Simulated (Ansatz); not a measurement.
# GaH₅O (built from SMILES [H][H].[OH][GaH2]): functionals against CCSD(T) at one geometry

A test off equilibrium: a displaced guess of a reacting structure is computed at several levels, and each is set against CCSD(T).

Program: Ansatz 0.2.0, Gaussian basis. Level of theory: single points in def2-TZVPP. These are calculated values, not measurements.

Cores are frozen in the correlated methods. Filled d shells of the heavier atoms are correlated.

## 1. The starting structure

7 atoms, charge 0, spin multiplicity 1.

Atoms are counted from 1 here; the program's logs count them from 0.

Bond lengths: Ga1–O2 2.247 Å, Ga1–H3 1.614 Å, Ga1–H4 1.608 Å, O2–H7 0.960 Å. Angles: O2–Ga1–H3 112.8°, O2–Ga1–H4 112.1°, H3–Ga1–H4 128.3°, Ga1–O2–H7 154.0°.

Geometry (Å):

```mol
GaH5O
  3D, bonds by distance, orders not assigned

  7  4  0  0  0  0  0  0  0  0999 V2000
   -0.2425   -0.9198    0.3198 Ga  0  0
   -0.2951    1.2302   -0.3297 O   0  0
   -0.8267   -1.9257   -0.7984 H   0  0
   -0.2938   -1.0691    1.9201 H   0  0
    0.9276    0.6903   -0.4001 H   0  0
    1.5050   -0.0817   -0.3189 H   0  0
   -0.7120    2.0872   -0.4410 H   0  0
  1  2  8  0
  1  3  8  0
  1  4  8  0
  2  7  8  0
M  END
```

## 2. CCSD(T)/def2-TZVPP

run/in.yaml

```yaml
crystal:
  periodic: [false, false, false]
  atoms:
    - {symbol: Ga, position_ang: [-0.242500, -0.919800, 0.319800]}
    - {symbol: O, position_ang: [-0.295100, 1.230200, -0.329700]}
    - {symbol: H, position_ang: [-0.826700, -1.925700, -0.798400]}
    - {symbol: H, position_ang: [-0.293800, -1.069100, 1.920100]}
    - {symbol: H, position_ang: [0.927600, 0.690300, -0.400100]}
    - {symbol: H, position_ang: [1.505000, -0.081700, -0.318900]}
    - {symbol: H, position_ang: [-0.712000, 2.087200, -0.441000]}
basis:
  gaussian: {orbitals: def2-TZVPP}
correlation: {method: ccsd_t}
output: {forces: true}
```

The command line of these runs was not kept.

## 3. PBE0-D4/def2-TZVPP

Changes to run/in.yaml since step 2:

```diff
@@ -12,3 +12,3 @@
   gaussian: {orbitals: def2-TZVPP}
-correlation: {method: ccsd_t}
-output: {forces: true}
+hamiltonian: {xc: pbe0, dispersion: d4}
+output: {forces: true, orbitals: {seedname: orbitals}}
```

## 4. wB97M-V/def2-TZVPP

Changes to run/in.yaml since step 3:

```diff
@@ -12,3 +12,3 @@
   gaussian: {orbitals: def2-TZVPP}
-hamiltonian: {xc: pbe0, dispersion: d4}
-output: {forces: true, orbitals: {seedname: orbitals}}
+hamiltonian: {xc: {name: wB97M-V}}
+output: {forces: true}
```

## 5. r2SCAN-D4/def2-TZVPP

Changes to run/in.yaml since step 4:

```diff
@@ -12,3 +12,3 @@
   gaussian: {orbitals: def2-TZVPP}
-hamiltonian: {xc: {name: wB97M-V}}
+hamiltonian: {xc: r2scan, dispersion: d4}
 output: {forces: true}
```

## 6. PBE-D4/def2-TZVPP

Changes to run/in.yaml since step 5:

```diff
@@ -12,3 +12,3 @@
   gaussian: {orbitals: def2-TZVPP}
-hamiltonian: {xc: r2scan, dispersion: d4}
+hamiltonian: {xc: pbe, dispersion: d4}
 output: {forces: true}
```

## 7. revPBE-D4/def2-TZVPP

Changes to run/in.yaml since step 6:

```diff
@@ -12,3 +12,3 @@
   gaussian: {orbitals: def2-TZVPP}
-hamiltonian: {xc: pbe, dispersion: d4}
+hamiltonian: {xc: {name: revPBE}, dispersion: d4}
 output: {forces: true}
```

## 8. SPW92/def2-TZVPP

Changes to run/in.yaml since step 7:

```diff
@@ -12,3 +12,3 @@
   gaussian: {orbitals: def2-TZVPP}
-hamiltonian: {xc: {name: revPBE}, dispersion: d4}
+hamiltonian: {xc: lda}
 output: {forces: true}
```

(Steps that only read results are left out.)

Before running it: what results should come out? Wanted: energy less free atoms, CCSD(T)/def2-TZVPP; RMS force component; RMS force error; HOMO and LUMO, PBE0-D4; T1 diagnostic.

The runs gave:

| quantity | value |
| --- | --- |
| energy less free atoms, CCSD(T)/def2-TZVPP | -1656.4 kJ/mol |
| RMS force component | 0.580 to 0.805 eV/Å over the methods |
| RMS force error | PBE0-D4 0.094, wB97M-V 0.067, r2SCAN-D4 0.075, PBE-D4 0.192, revPBE-D4 0.238, SPW92 0.266 eV/Å |
| HOMO and LUMO, PBE0-D4 | -7.95 and -1.33 eV |
| T1 diagnostic | 0.015 |

In words: Against CCSD(T) the functionals' energies less atoms differ by -297.3 to +9.7 kJ/mol, PBE-D4 by -37.3 kJ/mol. The reference is not at the basis limit: in triple zeta CCSD(T) underbinds, which counts against methods that bind more; the gaps are no ranking. The forces of wB97M-V come nearest to CCSD(T), those of SPW92 are farthest. Frozen-core CCSD(T) forces in triple zeta carry basis errors of their own, and this is one geometry, so small gaps rank nothing.
